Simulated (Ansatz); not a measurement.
# HfS (triplet): from Hartree-Fock to the top rungs, def2-SVP

One table from this session's results is given with a row withheld; the runs are named, their logs left out.

Method: def2-SVP, core rule «outside noble gas», up to 9 orbitals frozen; program: Ansatz 0.2.0, Gaussian basis.

To be run: UHF; CCSD(T) on ROHF; CCSD(T) on UHF; CISD as a restricted active space (open shells left free, so some higher excitations enter); CCSDT(Q) on ROHF; CCSDT(Q) on UHF.

8 further runs of the same task are left out: 4 for a known fault of the program, 4 set aside as unsound or not needed. Runs told in other sessions of the task aren't counted.

## What is computed

The geometry is a PBE0/def2-TZVP stationary point (not a proven minimum) of the parent state, kept for this charge and spin. No spin-orbit coupling is included. Elements past krypton take def2 core potentials.

2 atoms, charge 0, spin multiplicity 3.

Atoms are counted from 1 here; the program's logs count them from 0.

Bond lengths: Hf1–S2 2.164 Å.

Set-up of the first run:

Input file in.yaml:

```yaml
crystal:
  periodic: [false, false, false]
  atoms:
    - {symbol: Hf, position_ang: [0.000000, 0.000000, 0.000000]}
    - {symbol: S, position_ang: [0.000000, 0.000000, 2.163711]}
basis:
  gaussian: {orbitals: def2-SVP}
magnetization: {spin_polarized: true, initial_magnetization: 2}
hamiltonian: {xc: hf}
output: {orbitals: {seedname: orbitals}}
```

Started as:

```
$ ansatz run in.yaml --threads 1 --pin off --events-out ev --progress --plain --max-ram 4096MiB --backend cpu
```

Steps of the session up to this table: UHF; CCSD(T) on ROHF; CCSD(T) on UHF; CISD as a restricted active space (open shells left free, so some higher excitations enter); CCSDT(Q) on ROHF; CCSDT(Q) on UHF.

One table of the session follows, with a row left open; its other results are not shown here.

It belongs to the step «Misses and costs». 

| method | from RCCSDT(Q) (kcal/mol) |
| --- | --- |
| ROHF | +131.72 |
| UHF | +129.49 |
| RMP2 | +14.76 |
| UMP2 | +13.42 |
| RCCSD | +8.09 |
| UCCSD | +6.85 |
| RCCSD(T) | ? |
| UCCSD(T) | -0.81 |
| RCCSDT | -0.09 |
| UCCSDT | -1.30 |
| RCCSDT(Q) | 0 |
| UCCSDT(Q) | -1.75 |

**Question.** Estimate the row for RCCSD(T).

The run gave: from RCCSDT(Q) (kcal/mol): +0.36. In the column «from RCCSDT(Q) (kcal/mol)» it lies between RCCSDT(Q) (0) and UCCSD (+6.85).

Not comparable, so not listed: CISD as a restricted active space (open shells left free, so some higher excitations enter) (they don't share determinant, frozen orbitals or solution with the rows shown, or repeat one).

Caveats from the session: Restricted and unrestricted rows rest on different reference determinants; a gap between their highest levels can come from leftover correlation error, from unlike frozen cores or from another state.
